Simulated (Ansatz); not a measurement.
**Hydrogen bromide (HBr): small, medium and large basis sets**

The task here is to estimate one member of a computed series from the others.

Program: Ansatz 0.2.0, Gaussian basis. Level of theory: one geometry, several basis sets. These are calculated values, not measurements.

The runs, in order: PBE0-D4/def2-SVP; ωB97M-V/def2-SVP; PBE0-D4/def2-QZVPP; ωB97M-V/def2-QZVPP; the functionals' def2-TZVPP values are taken from earlier runs.

**Structure used throughout**

All runs share one geometry, relaxed beforehand with PBE0-D4 in a triple-zeta def2 set.

2 atoms, charge 0, spin multiplicity 1.

Atoms are counted from 1 here; the program's logs count them from 0.

Bond lengths: Br1–H2 1.420 Å.

Set-up of the first run:

File in.yaml:

```yaml
crystal:
  periodic: [false, false, false]
  atoms:
    - {symbol: Br, position_ang: [-0.603223, 0.217957, -0.305049]}
    - {symbol: H, position_ang: [0.603223, -0.217957, 0.305049]}
basis:
  gaussian: {orbitals: def2-SVP}
hamiltonian: {xc: pbe0, dispersion: d4}
output: {orbitals: {seedname: orbitals}}
```

The run is started by

```bash
$ ansatz run in.yaml --threads 2 --pin off --events-out ev --progress --plain --max-ram 20480MiB --backend cpu
```

Among the steps run: PBE0-D4 in def2-SVP; ωB97M-V in def2-SVP; PBE0-D4 in def2-QZVPP; ωB97M-V in def2-QZVPP.

One of the session's tables, all rows but one given; the rest of the session is left out.

It belongs to the step «Functionals by basis». 

| functional | basis | HOMO (eV) | LUMO (eV) |
| --- | --- | --- | --- |
| PBE0-D4 | def2-SVP | -8.53 | 0.16 |
| PBE0-D4 | def2-TZVPP | -8.75 | -0.16 |
| PBE0-D4 | def2-QZVPP | -8.78 | -0.36 |
| ωB97M-V | def2-SVP | -10.79 | 2.19 |
| ωB97M-V | def2-TZVPP | -11.02 | 1.73 |
| ωB97M-V | def2-QZVPP | ? | ? |

Estimate the missing values for ωB97M-V, def2-QZVPP.

As computed: HOMO (eV): -11.06; LUMO (eV): 1.30. In the column «HOMO (eV)» it is the lowest.
